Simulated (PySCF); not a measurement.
# CH₇AsGe: a tour of settings

Which settings matter for CH₇AsGe (`C[AsH][GeH3]`)?

The runs use PySCF 2.14.0, with density-fitted response routines of our own; the level of theory stands in each step. All values are computed, except where a source is named. Atoms count from 0, in the outputs and in this text.

## Step 1: Starting geometry

10 atoms, charge 0, multiplicity 1; geometry from: GFN2-xTB.

Bonds of the start (Å): C0–As1 1.98, As1–Ge2 2.39, C0–H3 1.09, C0–H4 1.09, C0–H5 1.09, As1–H6 1.51, Ge2–H7 1.51, Ge2–H8 1.51, Ge2–H9 1.51.

## Step 2: Shielding tensors: PBE0/pcSseg-1

The job: settings as JSON, then the geometry in Å.

```
{"job": {"kind": "nmr", "xc": "PBE0", "basis": "pcSseg-1"}, "charge": 0, "multiplicity": 1}
C     -1.573946     0.314418    -0.128424
As    -0.278539    -1.145650    -0.469403
Ge     1.595860    -0.012858     0.477408
H     -1.493345     0.711502     0.881426
H     -2.591015    -0.044710    -0.283635
H     -1.393114     1.123014    -0.836513
H     -0.542605    -1.857397     0.833568
H      2.820168    -0.858583     0.707892
H      2.110761     1.114018    -0.384439
H      1.354656     0.660900     1.808356
```

With the program's defaults for keys left out, this is: GIAO PBE0/pcSseg-1 NMR shielding, non-relativistic, gas phase.

The run is started by

```sh
$ OMP_NUM_THREADS=1 python probes_run.py task.json out
```

One launch serves the whole session: the jobs run in the order shown.

What it wrote:

```text
coarse grid: 37232 points
cycle   1  E = -4354.0808213875  dE = -1.517e+00  |g| = 1.075e+00  |ddm| = 2.947e+00
cycle   2  E = -4354.0625793635  dE =  1.824e-02  |g| = 9.541e-01  |ddm| = 8.087e-01
cycle   3  E = -4354.1381955429  dE = -7.562e-02  |g| = 1.435e-01  |ddm| = 5.916e-01
cycle   4  E = -4354.1413834934  dE = -3.188e-03  |g| = 3.970e-02  |ddm| = 1.450e-01
cycle   5  E = -4354.1417642398  dE = -3.807e-04  |g| = 6.127e-03  |ddm| = 3.548e-02
cycle   6  E = -4354.1417720181  dE = -7.778e-06  |g| = 1.314e-03  |ddm| = 6.145e-03
final grid: 74928 points
cycle   7  E = -4354.1417053155  dE = -1.591e-09  |g| = 1.481e-03  |ddm| = 2.657e-03
cycle   8  E = -4354.1417051428  dE =  1.727e-07  |g| = 1.818e-03  |ddm| = 2.400e-03
cycle   9  E = -4354.1417056498  dE = -5.070e-07  |g| = 1.122e-04  |ddm| = 1.350e-03
cycle  10  E = -4354.1417056529  dE = -3.050e-09  |g| = 1.535e-05  |ddm| = 1.206e-04
cycle  11  E = -4354.1417056529  dE = -5.366e-11  |g| = 4.293e-06  |ddm| = 1.600e-05
converged SCF energy = -4354.1417056529

GIAO shielding tensors (ppm)
atom      isotropic    diamagn.    paramagn.     s11        s22        s33       span
  0 C      184.830     248.472     -63.641    176.916    183.249    194.326     17.410
  1 As    1800.393    2875.286   -1074.894   1638.219   1729.821   2033.138    394.919
  2 Ge    1595.417    2755.220   -1159.803   1485.540   1571.663   1729.050    243.510
  3 H       30.245      30.291      -0.045     23.573     28.745     38.418     14.845
  4 H       30.589      28.676       1.913     24.330     27.094     40.345     16.015
  5 H       30.924      29.991       0.933     25.404     28.125     39.242     13.838
  6 H       28.859      29.541      -0.682     21.941     24.088     40.547     18.606
  7 H       27.985      28.490      -0.505     21.116     22.118     40.721     19.604
  8 H       28.143      28.890      -0.747     21.537     22.751     40.140     18.603
  9 H       27.928      29.001      -1.073     20.979     22.793     40.011     19.032
```

Run time: 33 s. Hardware: 1 thread, shared host.

Shifts follow as δ = σ(reference) − σ, with reference shieldings (ppm) from runs at the same level and on the same kind of geometry: ¹H TMS 31.72, ¹³C TMS 186.9, ⁷³Ge GeMe4 1331, ⁷⁵As AsH3 1989. The references are single molecules in the gas phase. Shifts against hydride references such as AlH4− lie on their own scale. Atoms listed in one row are averaged.

| atoms | environment | σ (ppm) | δ (ppm) |
| --- | --- | --- | --- |
| C0 | methyl carbon bonded to As | 184.8 | 2.1 |
| H7, H8, H9 | hydrogen on a germanium bonded to As | 28.02 | 3.70 |
| H6 | hydrogen on an arsenic bonded to C, Ge | 28.86 | 2.86 |
| H3, H4, H5 | hydrogen on a methyl carbon bonded to As | 30.59 | 1.13 |
| As1 | arsenic bonded to C, Ge, H | 1800 | 188 |
| Ge2 | germanium bonded to As, 3 H | 1595 | -264 |

Charges from the same density, by scheme (e):

| atoms | Mulliken | IAO | Hirshfeld | ESP fit |
| --- | --- | --- | --- | --- |
| C0 | -0.43 | -0.60 | -0.17 | -0.05 |
| As1 | -0.18 | 0.15 | 0.09 | -0.20 |
| Ge2 | 0.13 | 0.25 | 0.21 | 0.28 |

Mayer bond orders: C0–As1 1.02, As1–Ge2 0.96.

## Step 3: Ultraviolet spectrum: PBE0/def2-SVPD

The job, as its differences from that of step 2:

```diff
@@ -1,2 +1,2 @@
-{"job": {"kind": "nmr", "xc": "PBE0", "basis": "pcSseg-1"}, "charge": 0, "multiplicity": 1}
+{"job": {"kind": "uv", "xc": "PBE0", "basis": "def2-SVPD", "nstates": 6, "ntriplets": 2}, "charge": 0, "multiplicity": 1}
 C     -1.573946     0.314418    -0.128424
```

Level: TDDFT PBE0/def2-SVPD, vertical, gas phase, core orbitals frozen in the response.

What it wrote:

```text
coarse grid: 37232 points
cycle   1  E = -4354.0149677169  dE = -1.366e+00  |g| = 4.304e-01  |ddm| = 3.555e+00
cycle   2  E = -4354.0063958650  dE =  8.572e-03  |g| = 4.676e-01  |ddm| = 7.054e-01
cycle   3  E = -4354.0397154116  dE = -3.332e-02  |g| = 4.445e-02  |ddm| = 4.485e-01
cycle   4  E = -4354.0402934099  dE = -5.780e-04  |g| = 1.208e-02  |ddm| = 6.285e-02
cycle   5  E = -4354.0403277686  dE = -3.436e-05  |g| = 3.810e-03  |ddm| = 1.524e-02
cycle   6  E = -4354.0403303466  dE = -2.578e-06  |g| = 6.700e-04  |ddm| = 5.578e-03
final grid: 74928 points
cycle   7  E = -4354.0402638348  dE = -9.011e-08  |g| = 7.392e-04  |ddm| = 5.482e-03
cycle   8  E = -4354.0402638032  dE =  3.163e-08  |g| = 8.749e-04  |ddm| = 2.097e-03
cycle   9  E = -4354.0402639370  dE = -1.339e-07  |g| = 5.874e-05  |ddm| = 1.083e-03
cycle  10  E = -4354.0402639378  dE = -7.258e-10  |g| = 7.178e-06  |ddm| = 6.811e-05
converged SCF energy = -4354.0402639378

Static polarisability (au): isotropic 79.261, principal 66.401 75.604 95.778

Singlet excitations
state   eV       nm        f      main configurations
  1   5.9712    207.6   0.06508   H->L+1 0.49, H->L 0.47
  2   6.2518    198.3   0.17457   H->L+1 0.47, H->L 0.46
  3   6.4568    192.0   0.04613   H->L+2 0.97
  4   7.1957    172.3   0.00212   H->L+3 0.82, H-1->L 0.11
  5   7.3046    169.7   0.00593   H->L+4 0.74, H-1->L+1 0.19
  6   7.5104    165.1   0.09862   H-1->L 0.57, H-1->L+1 0.20, H->L+3 0.10

Triplet excitations (Tamm-Dancoff, eV): 5.0553 5.3012
```

It took 32 s on 1 thread, shared host.

Frontier orbitals and where they lie:

| orbital | eV | atoms |
| --- | --- | --- |
| HOMO−3 | -9.59 | Ge2 39 %, H9 30 %, As1 11 % |
| HOMO−2 | -9.18 | Ge2 33 %, H8 20 %, H7 17 % |
| HOMO−1 | -8.66 | As1 31 %, Ge2 26 %, C0 13 % |
| HOMO | -7.21 | As1 60 %, Ge2 14 %, C0 11 % |
| LUMO | -0.14 | As1 37 %, Ge2 23 %, H9 10 % |
| LUMO+1 | 0.05 | As1 32 %, Ge2 22 %, C0 13 % |
| LUMO+2 | 0.51 | Ge2 32 %, As1 28 %, C0 11 % |

With each of the 6 states as a Gaussian band of 0.4 eV half-width at 1/e, the curve within the window shown has maxima at 199 nm (ε 10,000), 166 nm (ε 4,200) L/(mol cm). Beyond the last state computed it falls off for lack of states. The curve at chosen wavelengths:

| nm | ε (L/mol/cm) |
| --- | --- |
| 159 | 2332 |
| 162 | 3564 |
| 165 | 4209 |
| 168 | 3961 |
| 171 | 3077 |
| 173 | 2406 |
| 176 | 1657 |
| 179 | 1498 |
| 182 | 2065 |
| 185 | 3343 |
| 188 | 5148 |
| 191 | 7128 |
| 194 | 8840 |
| 196 | 9635 |
| 199 | 10134 |
| 202 | 9787 |
| 205 | 8761 |
| 208 | 7330 |
| 211 | 5773 |
| 214 | 4304 |
| 217 | 3051 |
| 219 | 2362 |
| 222 | 1550 |
| 225 | 974 |
| 228 | 587 |
| 231 | 340 |

Ground-state properties from the same run:

| property | computed |
| --- | --- |
| dipole moment (D) | 1.11 |
| polarisability (Å³) | 11.75 |
| HOMO–LUMO gap (eV) | 7.07 |
| −ε(HOMO) (eV) | 7.21 |

## Step 4: Nuclear shieldings: WP04/pcSseg-1 in water

The job, as its differences from that of step 3:

```diff
@@ -1,2 +1,2 @@
-{"job": {"kind": "uv", "xc": "PBE0", "basis": "def2-SVPD", "nstates": 6, "ntriplets": 2}, "charge": 0, "multiplicity": 1}
+{"job": {"kind": "nmr", "xc": "WP04", "basis": "pcSseg-1", "solvent": "water", "pop": true}, "charge": 0, "multiplicity": 1}
 C     -1.573946     0.314418    -0.128424
```

Level: GIAO WP04/pcSseg-1 NMR shielding, non-relativistic, IEF-PCM water.

What it wrote:

```text
coarse grid: 37232 points
cycle   1  E = -4378.8863963444  dE = -1.488e+00  |g| = 5.919e-01  |ddm| = 2.883e+00
cycle   2  E = -4378.8464778682  dE =  3.992e-02  |g| = 5.905e-01  |ddm| = 8.468e-01
cycle   3  E = -4378.9299501733  dE = -8.347e-02  |g| = 1.392e-01  |ddm| = 5.524e-01
cycle   4  E = -4378.9349758528  dE = -5.026e-03  |g| = 2.235e-02  |ddm| = 1.293e-01
cycle   5  E = -4378.9350482268  dE = -7.237e-05  |g| = 6.724e-03  |ddm| = 2.988e-02
cycle   6  E = -4378.9350528329  dE = -4.606e-06  |g| = 9.317e-04  |ddm| = 5.172e-03
final grid: 74928 points
cycle   7  E = -4378.9349481005  dE = -1.904e-07  |g| = 1.066e-03  |ddm| = 3.407e-03
cycle   8  E = -4378.9349480355  dE =  6.500e-08  |g| = 1.417e-03  |ddm| = 2.388e-03
cycle   9  E = -4378.9349482986  dE = -2.631e-07  |g| = 1.002e-04  |ddm| = 1.117e-03
cycle  10  E = -4378.9349483014  dE = -2.799e-09  |g| = 3.039e-05  |ddm| = 1.344e-04
cycle  11  E = -4378.9349483017  dE = -2.365e-10  |g| = 3.272e-06  |ddm| = 2.404e-05
converged SCF energy = -4378.9349483017

GIAO shielding tensors (ppm)
atom      isotropic    diamagn.    paramagn.     s11        s22        s33       span
  0 C      169.925     250.022     -80.097    160.823    168.117    180.835     20.012
  1 As    1624.522    2881.917   -1257.395   1478.696   1560.670   1834.201    355.505
  2 Ge    1506.513    2760.580   -1254.068   1402.448   1475.624   1641.466    239.018
  3 H       30.485      31.457      -0.972     24.445     29.041     37.968     13.523
  4 H       30.781      28.752       2.029     25.257     27.481     39.606     14.349
  5 H       31.061      30.909       0.152     26.044     28.433     38.707     12.663
  6 H       29.448      30.546      -1.097     23.009     24.954     40.381     17.371
  7 H       28.886      29.490      -0.604     22.452     23.276     40.930     18.478
  8 H       29.031      30.253      -1.221     22.785     23.892     40.417     17.632
  9 H       28.764      30.411      -1.646     22.189     23.907     40.197     18.008
```

It took 36 s on 1 thread, shared host.

In short: σ C0 169.9, As1 1625, Ge2 1507, H7 28.89, H6 29.45 ppm (means over like atoms).

## Step 5: Ultraviolet spectrum: BHandHLYP/def2-TZVP

The job, as its differences from that of step 4:

```diff
@@ -1,2 +1,2 @@
-{"job": {"kind": "nmr", "xc": "WP04", "basis": "pcSseg-1", "solvent": "water", "pop": true}, "charge": 0, "multiplicity": 1}
+{"job": {"kind": "uv", "xc": "BHandHLYP", "basis": "def2-TZVP", "nstates": 12, "ntriplets": 5, "tda": true, "grid": 4}, "charge": 0, "multiplicity": 1}
 C     -1.573946     0.314418    -0.128424
```

Method: TDA BHandHLYP/def2-TZVP, vertical, gas phase, core orbitals frozen in the response.

What it wrote:

```text
coarse grid: 37232 points
cycle   1  E = -4355.1076284613  dE = -1.329e+00  |g| = 5.741e-01  |ddm| = 2.442e+00
cycle   2  E = -4355.1155391348  dE = -7.911e-03  |g| = 5.401e-01  |ddm| = 4.568e-01
cycle   3  E = -4355.1390234612  dE = -2.348e-02  |g| = 2.902e-02  |ddm| = 2.304e-01
cycle   4  E = -4355.1391708569  dE = -1.474e-04  |g| = 1.466e-02  |ddm| = 3.381e-02
cycle   5  E = -4355.1392022265  dE = -3.137e-05  |g| = 2.202e-03  |ddm| = 1.068e-02
cycle   6  E = -4355.1392033908  dE = -1.164e-06  |g| = 5.991e-04  |ddm| = 2.940e-03
final grid: 198936 points
cycle   7  E = -4355.1391933436  dE = -9.556e-08  |g| = 5.383e-04  |ddm| = 1.590e-03
cycle   8  E = -4355.1391933531  dE = -9.525e-09  |g| = 5.226e-04  |ddm| = 8.162e-04
cycle   9  E = -4355.1391934164  dE = -6.326e-08  |g| = 2.850e-05  |ddm| = 3.554e-04
cycle  10  E = -4355.1391934167  dE = -2.910e-10  |g| = 1.183e-05  |ddm| = 4.939e-05
converged SCF energy = -4355.1391934167

Static polarisability (au): isotropic 74.984, principal 62.847 71.162 90.942

Singlet excitations
state   eV       nm        f      main configurations
  1   6.3002    196.8   0.05671   H->L 0.70, H->L+1 0.24
  2   6.7926    182.5   0.27122   H->L+1 0.63, H->L 0.23
  3   7.0873    174.9   0.03148   H->L+2 0.96
  4   7.9099    156.7   0.00818   H->L+3 0.43, H-1->L+1 0.29, H->L+4 0.14
  5   7.9598    155.8   0.09873   H-1->L 0.54, H->L+3 0.30
  6   8.2366    150.5   0.09043   H->L+4 0.49, H-1->L 0.19, H->L+3 0.14
  7   8.2996    149.4   0.18832   H-1->L+1 0.44, H->L+4 0.13, H-2->L 0.09
  8   8.4908    146.0   0.02792   H-1->L+2 0.31, H-2->L 0.30, H->L+5 0.20
  9   8.6354    143.6   0.12627   H->L+5 0.61, H-1->L+2 0.13, H-2->L 0.10
 10   8.7374    141.9   0.28708   H-1->L+2 0.36, H-2->L 0.23, H-2->L+1 0.09
 11   9.0653    136.8   0.10775   H-2->L+1 0.60, H-4->L 0.12
 12   9.1132    136.0   0.07021   H-3->L 0.59

Triplet excitations (Tamm-Dancoff, eV): 5.2665 5.4680 6.4985 6.9522 7.1246
```

Run time: 50 s. Hardware: 1 thread, shared host.

In short: HOMO -8.13 eV, LUMO 0.84 eV; lowest singlet 6.30 eV.

(Part 1 of 2 ends here.)
